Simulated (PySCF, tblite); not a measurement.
# C6H17PSi: geometry, infrared bands and NMR shifts

What infrared bands and NMR shifts should C6H17PSi (`CCP(C)[Si](C)(C)C`) show?

Computed with tblite 0.8.0 and PySCF 2.14.0, with density-fitted response routines of our own, on a single molecule in the gas phase. Atoms count from 0, in the outputs and in this text.

### 1 The molecule as given

25 atoms, charge 0, multiplicity 1; geometry from: force field or distance geometry start.

Bonds of the start (Å): C0–C1 1.53, C1–P2 1.84, P2–C3 1.88, P2–Si4 2.22, Si4–C5 1.85, Si4–C6 1.89, Si4–C7 1.86, C0–H8 1.12, C0–H9 1.09, C0–H10 1.11, C1–H11 1.11, C1–H12 1.11, C3–H13 1.10, C3–H14 1.10, C3–H15 1.12, C5–H16 1.12, C5–H17 1.12, C5–H18 1.12, C6–H19 1.12, C6–H20 1.11, C6–H21 1.12, C7–H22 1.10, C7–H23 1.13, C7–H24 1.10.

### 2 Optimising the geometry with GFN2-xTB

The job: settings as JSON, then the geometry in Å.

```
{"job": {"kind": "relax", "xc": "GFN2-xTB", "basis": "xTB"}, "charge": 0, "multiplicity": 1}
C      3.320800    -0.090800     0.969900
C      2.011200     0.607600     0.595700
P      0.876500    -0.474700    -0.361400
C      0.964600    -0.123200    -2.207200
Si    -1.252500    -0.178400     0.183200
C     -1.513600     1.249400     1.331700
C     -2.284200     0.173500    -1.354900
C     -1.849400    -1.793900     0.883200
H      4.065000     0.714000     1.188600
H      3.733100    -0.679100     0.151200
H      3.233000    -0.669100     1.918800
H      1.541500     0.954500     1.540100
H      2.297900     1.479900    -0.021300
H      1.763700    -0.703400    -2.697700
H      1.039200     0.971300    -2.317000
H     -0.013200    -0.483300    -2.605000
H     -2.542100     1.672500     1.251000
H     -0.765100     2.056500     1.134500
H     -1.393900     0.852300     2.367900
H     -3.157500     0.822200    -1.108100
H     -2.589800    -0.763200    -1.858700
H     -1.648700     0.797200    -2.027100
H     -0.962900    -2.403000     1.124700
H     -2.478100    -2.332400     0.106700
H     -2.406200    -1.632300     1.820100
```

Run with:

```
$ OMP_NUM_THREADS=1 python probes_run.py task.json out
```

One launch serves the whole session: the jobs run in the order shown.

**Question.** This job is followed by: GFN2-xTB harmonic vibrations, gas phase; GIAO PBE0/pcSseg-1 NMR shielding, non-relativistic, gas phase. What will the session give for the following? strongest single infrared mode (GFN2-xTB); zero-point energy (GFN2-xTB); ¹³C shifts against TMS (PBE0/pcSseg-1, means over atoms taken as alike); ¹H shifts against TMS (PBE0/pcSseg-1, means over atoms taken as alike); ³¹P shifts against H3PO4 (PBE0/pcSseg-1); ²⁹Si shifts against TMS (PBE0/pcSseg-1).

As calculated:

| quantity | value |
| --- | --- |
| strongest single infrared mode (GFN2-xTB) | 853 cm⁻¹, 307 km/mol |
| zero-point energy (GFN2-xTB) | 134.2 kcal/mol |
| ¹³C shifts against TMS (PBE0/pcSseg-1, means over atoms taken as alike) | 22.3, 14.9, 6.8, -2.7 ppm |
| ¹H shifts against TMS (PBE0/pcSseg-1, means over atoms taken as alike) | 1.35, 1.20, 1.04, 0.07 ppm |
| ³¹P shifts against H3PO4 (PBE0/pcSseg-1) | -127.9 ppm |
| ²⁹Si shifts against TMS (PBE0/pcSseg-1) | 4.0 ppm |

What this shows: Over 288 steps the energy fell by 1.045 eV; of the close pairs, Si4–C5 changed most, 1.851 to 1.920 Å. No mode is imaginary among the 69: a minimum at this level. The strongest single mode, at 853 cm⁻¹, is spread over several atoms, H19, H24, Si4, H16 among them. Unscaled tight-binding wavenumbers are off by several per cent, some by more. Its intensities can rank the bands wrongly. At PBE0/pcSseg-1: The widest tensor belongs to P2: span 96 ppm, with a paramagnetic part of -526 ppm.
